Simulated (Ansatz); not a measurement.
CH4Br2Si, SMILES BrC[SiH2]Br: an atomisation energy, run with Ansatz 0.2.0, Python API.

`ch4br2si_tae.py`
```python
"""Energy to split CH4Br2Si into its atoms."""

from collections import Counter
from dataclasses import dataclass

import ansatz as az


@dataclass(frozen=True)
class RunConfig:
    basis: str = "def2-TZVP"
    functional: str = "PBE0"


cfg = RunConfig()


def total_energy(molecule, charge=0, unpaired=0):
    calc = molecule.calculation().basis(gaussian=cfg.basis).functional(cfg.functional)
    if charge:
        calc = calc.charge(charge)
    if unpaired:
        calc = calc.spin("collinear", total=unpaired)
    return calc.run().report["free_energy_ev"]

molecule = (
    az.Crystal.molecule()
    .atom("Br", (-0.3895, 2.2129, 0.8061))
    .atom("C", (-0.8271, 0.4337, 0.2083))
    .atom("Si", (0.6992, -0.4364, -0.2203))
    .atom("Br", (0.3117, -2.4897, -0.8682))
    .atom("H", (-1.367, -0.0376, 1.0158))
    .atom("H", (-1.4991, 0.552, -0.6459))
    .atom("H", (1.6645, -0.5391, 0.9718))
    .atom("H", (1.4994, 0.2472, -1.3234))
)

# unpaired electrons of the ground-state atoms
unpaired = {"Br": 1, "C": 2, "Si": 2, "H": 1}
counts = Counter(site.symbol for site in molecule.cartesian_sites)
atom_energy = {s: total_energy(az.Crystal.molecule().atom(s, (0, 0, 0)), 0, unpaired[s]) for s in counts}
whole = total_energy(molecule, 0, 0)
for s, e in atom_energy.items():
    print(f"{s:2s} x{counts[s]}  {e:14.5f} eV")
print(f"CH4Br2Si: {whole:.5f} eV")
split = sum(counts[s] * e for s, e in atom_energy.items()) - whole
print(f"atomisation energy (no zero-point term): {96.485332 * split:.1f} kJ/mol, {split / sum(counts.values()):.3f} eV an atom")
```

What does it cost to take this molecule apart into atoms?

2462.6 kJ/mol from the electronic energies, without the zero-point term.

What the script printed:

```console
$ python ch4br2si_tae.py
Br x2    -70036.98955 eV
C  x1     -1028.73662 eV
Si x1     -7870.87803 eV
H  x4       -13.63389 eV
CH4Br2Si: -149053.65214 eV
atomisation energy (no zero-point term): 2462.6 kJ/mol, 3.190 eV an atom
```

Reading the output:
- Total energies depend on the basis set; only differences at equal settings carry meaning.
- The geometry is a force-field or estimated start, not a minimum of this method, and the basis set is short of its limit. All parts are taken at fixed geometry, without zero-point energy.
- The spin-orbit lowering of heavy atoms is left out.
- Hardware and time: 8.9 s on 1 thread of Arm Neoverse V2, on a shared host, peak memory 0.54 GiB.

(Lines on the test bed's own set-up are left out of the output.)
